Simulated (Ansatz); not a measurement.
Pt2F, 3 atoms in the cell. Symmetry: Fm-3m, No. 225, cubic system. The conventional cell has a = 5.705 Å, b = 5.705 Å, c = 5.705 Å, α = 90.00°, β = 90.00°, γ = 90.00°. Pt (site symmetry -43m) has 4 F at 2.47 Å as nearest neighbours. Around F (site symmetry m-3m) lie 8 Pt at 2.47 Å. The cell was built by a generator and needn't be a form met in nature.

```yaml
Program: Ansatz 0.2.0
Task: single point
Functional: HSE06 form with a typed share of exact exchange
Potentials_or_basis: Ansatz PAW
Cutoff: "420 eV (not typed: the program's choice for these potentials)"
k_mesh: 4 × 4 × 4
Occupations: fermi-dirac, width 0.05 eV
Spin: no spin polarisation
Screening_1/Å: 0.6
Share_of_exact_exchange: 0.25
```

Hardware: 1 × NVIDIA H100 80GB HBM3 with 2 threads of AMD EPYC 7R13 Processor (Zen 3), with other jobs on the host.

**Question.** Estimate the wall time of this run.

**Answer.** It took 8.4 s on 1 × NVIDIA H100 80GB HBM3 with 2 threads of AMD EPYC 7R13 Processor (Zen 3), on a shared host, peak memory 1.7 GiB. Counts: scf iterations 25, plane waves 893, k points 8, bands 26.
